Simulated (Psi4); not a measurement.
# HF/STO-3G run of C2F4O (trifluoroacetyl fluoride)

What is the energy change on altering one bond length of C2F4O (trifluoroacetyl fluoride) at HF/STO-3G? 

The calculation is run with Psi4 1.11.

### Step 1. The molecule

C2F4O has 7 atoms, charge 0, and is taken as a singlet. As SMILES, `O=C(F)C(F)(F)F`. The coordinates come from a PBE0-D4/def2-TZVP relaxation.

Bond lengths: O1–C2 1.172 Å, C2–F3 1.326 Å, C2–C4 1.542 Å, C4–F5 1.330 Å, C4–F6 1.330 Å, C4–F7 1.318 Å. Angles: O1–C2–F3 124.0°, O1–C2–C4 126.4°, F3–C2–C4 109.5°, C2–C4–F5 109.8°, C2–C4–F6 109.8°, C2–C4–F7 110.2°, F5–C4–F6 108.7°, F5–C4–F7 109.1°, F6–C4–F7 109.1°.

### Step 2. Energy and gradient at HF/STO-3G

Input file c2f4o.dat:

```
memory 2200 mb

molecule mol {
  O      2.00533957    -2.63837892     1.32496258
  C      0.16814783    -1.50820932     0.82231432
  F     -2.14831625    -2.26957997     1.39813277
  C      0.03429853     1.04284536    -0.57908767
  F     -1.31880207     0.79041575    -2.68103004
  F     -1.06642914     2.76198591     0.88596030
  F      2.32578043     1.82092120    -1.17127115
  units bohr
  symmetry c1
}

set basis STO-3G
set puream true
set e_convergence 1e-09
set d_convergence 1e-08
set scf_type pk

E, wfn = gradient('scf', return_wfn=True)
oeprop(wfn, 'MULLIKEN_CHARGES', 'QUADRUPOLE', 'LOWDIN_CHARGES', title='SCF')
```

On the command line:

```bash
psi4 -n 1 c2f4o.dat c2f4o.out
```

c2f4o.out:

```text
[...]
  Running in c1 symmetry.
[...]
  Nuclear repulsion =  336.982269640956758
[...]
  Multiplicity = 1
[...]
  Nalpha       = 28
  Nbeta        = 28
[...]
    Number of basis functions: 35
[...]
   @RHF iter   1:  -540.40392566651030   -2.28441e+00   2.11462e-02 ADIIS/DIIS
[...]
   @RHF iter  12:  -540.77683389563242   -9.09495e-13   1.66139e-09 DIIS
[...]
    Orbital Energies [Eh]
    ---------------------
    Doubly Occupied:
       1A    -26.011992     2A    -26.003111     3A    -26.001014
       4A    -26.000854     5A    -20.354423     6A    -11.317994
       7A    -11.245466     8A     -1.651891     9A     -1.583482
      10A     -1.544227    11A     -1.542322    12A     -1.402762
      13A     -0.948060    14A     -0.782954    15A     -0.721347
      16A     -0.707257    17A     -0.697631    18A     -0.620604
      19A     -0.617839    20A     -0.568492    21A     -0.542186
      22A     -0.542021    23A     -0.509307    24A     -0.494888
      25A     -0.493541    26A     -0.480533    27A     -0.443589
      28A     -0.372963
[...]
  @RHF Final Energy:  -540.77683389563242
   => Energetics <=
    Nuclear Repulsion Energy =            336.9822696409567584
    One-Electron Energy =               -1427.1127096979466842
    Two-Electron Energy =                 549.3536061613575612
    Total Energy =                       -540.7768338956324214
[...]
  -Total Gradient:
     Atom            X                  Y                   Z
    ------   -----------------  -----------------  -----------------
       1       -0.078122576030     0.049420047148    -0.022116895594
       2        0.048772780739    -0.023568043287     0.009810500788
       3        0.031959055351     0.016531622205    -0.011272734015
       4        0.002255011655     0.014934892074    -0.008482075738
       5        0.032785767694     0.005697000404     0.049812607016
       6        0.026798039938    -0.040942643289    -0.034507717052
       7       -0.064448079347    -0.022072875255     0.016756314598
[...]
 Multipole Moments:
 ------------------------------------------------------------------------------------
     Multipole            Electronic (a.u.)      Nuclear  (a.u.)        Total (a.u.)
 ------------------------------------------------------------------------------------
 L = 1.  Multiply by 2.5417464519 to convert [e a0] to [Debye]
 Dipole X            :         -1.1556119            0.9793085           -0.1763034
 Dipole Y            :          1.4577212           -1.3638575            0.0938638
 Dipole Z            :         -0.7289871            0.6885256           -0.0404615
 Magnitude           :                                                    0.2037901
 L = 2.  Multiply by 1.3450342976 to convert [e a0^2] to [Debye ang]
 Quadrupole XX       :       -173.9228715          148.3522880          -25.5705835
 Quadrupole XY       :         -1.8394554            2.6373638            0.7979084
[...]
  Mulliken Charges: (a.u.)
   Center  Symbol    Alpha    Beta     Spin     Total
       1     O     4.10543  4.10543  0.00000 -0.21086
       2     C     2.83223  2.83223  0.00000  0.33555
       3     F     4.56581  4.56581  0.00000 -0.13162
       4     C     2.77361  2.77361  0.00000  0.45279
       5     F     4.57468  4.57468  0.00000 -0.14937
       6     F     4.57469  4.57469  0.00000 -0.14939
       7     F     4.57355  4.57355  0.00000 -0.14710
   Total alpha = 28.00000, Total beta = 28.00000, Total charge = -0.00000
  Lowdin Charges: (a.u.)
[...]
```

It took 2 s on 1 thread of Intel Xeon Platinum 8375C at 2.90GHz (Ice Lake), shared host; peak memory 0.18 GiB.

### Step 3. The distorted shape

Input file c2f4o.in:

```
memory 2200 mb

molecule molecule1 {
  0 1
  O      0.697396    -1.519693     0.795152
  C     -0.274804    -0.921633     0.529162
  F     -1.500624    -1.324533     0.833872
  C     -0.345634     0.428327    -0.212428
  F     -1.061664     0.294747    -1.324728
  F     -0.928114     1.338057     0.562842
  F      1.230750     0.963590    -0.619810
  symmetry c1
}

set {
  basis STO-3G
  reference rhf
  puream true
  e_convergence 1e-09
  d_convergence 1e-08
  scf_type pk
}

energy_value, wavefunction = gradient('scf', return_wfn=True)
oeprop(wavefunction, 'WIBERG_LOWDIN_INDICES', 'DIPOLE', 'MULLIKEN_CHARGES')
```

On the command line:

```bash
psi4 c2f4o.in c2f4o.out -n 1
```

c2f4o.out, shortened:

```text
[...]
  Running in c1 symmetry.
[...]
  Nuclear repulsion =  323.089074049314149
[...]
  Multiplicity = 1
[...]
  Nalpha       = 28
  Nbeta        = 28
[...]
    Number of basis functions: 35
[...]
   @RHF iter   1:  -540.22136625191001   -2.53702e+00   2.24934e-02 DIIS/ADIIS
[...]
   @RHF iter  13:  -540.71009819182314   -3.52429e-12   4.43345e-09 DIIS
[...]
  @RHF Final Energy:  -540.71009819182314
   => Energetics <=
    Nuclear Repulsion Energy =            323.0890740493141493
    One-Electron Energy =               -1399.9128619828195497
    Two-Electron Energy =                 536.1136897416822649
    Total Energy =                       -540.7100981918231355
[...]
  -Total Gradient:
     Atom            X                  Y                   Z
    ------   -----------------  -----------------  -----------------
       1       -0.076692897442     0.051619329751    -0.023438046564
       2        0.031641281560    -0.032500921372     0.015946412446
       3        0.033117552720     0.014633948809    -0.010299078626
       4       -0.163618353643    -0.050127487712     0.039223513797
       5        0.010251256108    -0.000920691558     0.040080395136
       6        0.005881654818    -0.034919569975    -0.021373854343
       7        0.159419505879     0.052215392059    -0.040139341844
[...]
 Multipole Moments:
 ------------------------------------------------------------------------------------
     Multipole            Electronic (a.u.)      Nuclear  (a.u.)        Total (a.u.)
 ------------------------------------------------------------------------------------
 L = 1.  Multiply by 2.5417464519 to convert [e a0] to [Debye]
 Dipole X            :         -1.2162871            0.8606886           -0.3555986
 Dipole Y            :          1.4444240           -1.4041349            0.0402891
 Dipole Z            :         -0.7173271            0.7191803            0.0018532
 Magnitude           :                                                    0.3578785
[...]
  Mulliken Charges: (a.u.)
   Center  Symbol    Alpha    Beta     Spin     Total
       1     O     4.10214  4.10214  0.00000 -0.20429
       2     C     2.82904  2.82904  0.00000  0.34191
       3     F     4.56384  4.56384  0.00000 -0.12767
[...]
```

Wall time 1.9 s (1 thread of Intel Xeon Platinum 8375C at 2.90GHz (Ice Lake), shared host); peak memory 0.18 GiB.

### Step 4. What came out

At HF/STO-3G:

```
                                                         quantity          value
                                        first shape: total energy  -540.77683 Eh
                                       first shape: dipole moment         0.52 D
                                         first shape: HOMO energy      -10.15 eV
                                         first shape: LUMO energy        6.89 eV
                                       first shape: HOMO–LUMO gap       17.04 eV
                            first shape: largest force on an atom     4.888 eV/Å
                                    distorted shape: total energy  -540.71010 Eh
                                   distorted shape: dipole moment         0.91 D
                                     distorted shape: HOMO energy      -10.11 eV
                                     distorted shape: LUMO energy        6.78 eV
                                   distorted shape: HOMO–LUMO gap       16.89 eV
                        distorted shape: largest force on an atom     9.028 eV/Å
energy change with the C4–F7 bond stretched from 1.318 to 1.714 Å       1.816 eV
```

In words: With the C4–F7 bond stretched from 1.318 to 1.714 Å the energy rises by 1.82 eV (175 kJ/mol). The first shape isn't relaxed at this level, so the change isn't measured from a minimum. The minimal basis adds a large error of its own. The largest force (first shape) is 4.89 eV/Å: the shape isn't a stationary point for this species at this level. Mulliken charges (first shape) run from -0.21 on O1 to +0.45 on C4; they depend strongly on the basis.
